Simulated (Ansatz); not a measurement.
# SiGeO4: the cost of one run

Method: DFT PBE, scalar-relativistic, plane waves, PAW, unless a step names another level, in Ansatz 0.2.0.

## 1. The structure to begin with

It takes space group P4_2/mnm (No. 136, tetragonal). The conventional cell has a = 9.321 Å, b = 9.321 Å, c = 5.461 Å, α = 90.00°, β = 90.00°, γ = 90.00°. Si (site symmetry m2m) has 4 O at 1.61 to 1.62 Å as nearest neighbours. Around Ge (site symmetry m2m) lie 4 O at 1.73 to 1.74 Å. O (site symmetry m) has 1 Si at 1.61 Å and 1 Ge at 1.73 Å as nearest neighbours. Around O (site symmetry m) lie 1 Si at 1.62 Å and 1 Ge at 1.74 Å.

As a file:

```
Si Ge O
1.0
     9.32057    0.00000    0.00000
     0.00000    9.32057    0.00000
     0.00000    0.00000    5.46120
Si Ge O
4 4 16
Direct
  0.67856 0.67856 0.00000
  0.17856 0.82144 0.50000
  0.82144 0.17856 0.50000
  0.32144 0.32144 0.00000
  0.82505 0.82505 0.50000
  0.17495 0.17495 0.50000
  0.67495 0.32505 0.00000
  0.32505 0.67495 0.00000
  0.74902 0.74902 0.75824
  0.25098 0.25098 0.24176
  0.74902 0.74902 0.24176
  0.25098 0.25098 0.75824
  0.71308 0.50770 0.00000
  0.50770 0.71308 0.00000
  0.00770 0.78692 0.50000
  0.49230 0.28692 0.00000
  0.78692 0.00770 0.50000
  0.28692 0.49230 0.00000
  0.21308 0.99230 0.50000
  0.24902 0.75098 0.25824
  0.24902 0.75098 0.74176
  0.99230 0.21308 0.50000
  0.75098 0.24902 0.25824
  0.75098 0.24902 0.74176
```

It is the end of an earlier relaxation with the same method, from a generated guess; it is a trial structure. At a tolerance of 0.02 Å it has space group P4_2/mnm (No. 136); it has 19.77 Å³/atom, an uncorrected energy of -2.12 eV/atom over the elements.

## 2. Electronic structure at the relaxed geometry

The input, input.yaml:

```yaml
crystal:
  lattice:
    - [9.3205723975, 0.0, 0.0]
    - [0.0, 9.3205723975, 0.0]
    - [0.0, 0.0, 5.4612010652]
  atoms:
    - { symbol: Si, position: [0.6785639572, 0.6785639572, 0.0] }
    - { symbol: Si, position: [0.1785639572, 0.8214360428, 0.5] }
    - { symbol: Si, position: [0.8214360428, 0.1785639572, 0.5] }
    - { symbol: Si, position: [0.3214360428, 0.3214360428, 0.0] }
    - { symbol: Ge, position: [0.8250473773, 0.8250473773, 0.5] }
    - { symbol: Ge, position: [0.1749526227, 0.1749526227, 0.5] }
    - { symbol: Ge, position: [0.6749526227, 0.3250473773, 0.0] }
    - { symbol: Ge, position: [0.3250473773, 0.6749526227, 0.0] }
    - { symbol: O, position: [0.7490195082, 0.7490195082, 0.7582423038] }
    - { symbol: O, position: [0.2509804918, 0.2509804918, 0.2417576962] }
    - { symbol: O, position: [0.7490195082, 0.7490195082, 0.2417576962] }
    - { symbol: O, position: [0.2509804918, 0.2509804918, 0.7582423038] }
    - { symbol: O, position: [0.7130804713, 0.5076964706, 0.0] }
    - { symbol: O, position: [0.5076964706, 0.7130804713, 0.0] }
    - { symbol: O, position: [0.0076964706, 0.7869195287, 0.5] }
    - { symbol: O, position: [0.4923035294, 0.2869195287, 0.0] }
    - { symbol: O, position: [0.7869195287, 0.0076964706, 0.5] }
    - { symbol: O, position: [0.2869195287, 0.4923035294, 0.0] }
    - { symbol: O, position: [0.2130804713, 0.9923035294, 0.5] }
    - { symbol: O, position: [0.2490195082, 0.7509804918, 0.2582423038] }
    - { symbol: O, position: [0.2490195082, 0.7509804918, 0.7417576962] }
    - { symbol: O, position: [0.9923035294, 0.2130804713, 0.5] }
    - { symbol: O, position: [0.7509804918, 0.2490195082, 0.2582423038] }
    - { symbol: O, position: [0.7509804918, 0.2490195082, 0.7417576962] }
basis:
  ecutwfc: 420
kpoints:
  mp_grid: { grid: [4, 4, 4] }
  band_path:
    path:
      - [[0.0, 0.0, 0.0], [0.0, 0.5, 0.0], [0.5, 0.5, 0.0], [0.0, 0.0, 0.0], [0.0, 0.0, 0.5], [0.0, 0.5, 0.5], [0.5, 0.5, 0.5], [0.0, 0.0, 0.5]]
      - [[0.0, 0.5, 0.0], [0.0, 0.5, 0.5]]
      - [[0.5, 0.5, 0.0], [0.5, 0.5, 0.5]]
    npoints: 10
hamiltonian:
  xc: pbe
scf:
  occupations: { method: gaussian, width: 0.02 }
  n_extra_bands: 60
output:
  forces: true
  stress: true
  eigenvalues: true
  populations: true
  dos: { projected: true, de: 0.02, nscf_kmesh: { grid: [6, 6, 6] } }
  bader: false
  write_density: true
  write_potential: true
  elf: true
  volumetric_format: npy
```

Started as:

```sh
ansatz run input.yaml --threads 1 --pin off --max-ram 2560MiB --backend cpu --events-out ev --progress --plain --runs-dir out
```

Q: Estimate wall time and peak memory on 1 thread of Arm Neoverse V1, shared host.

About 9.9 min, with a peak of 2 GiB.
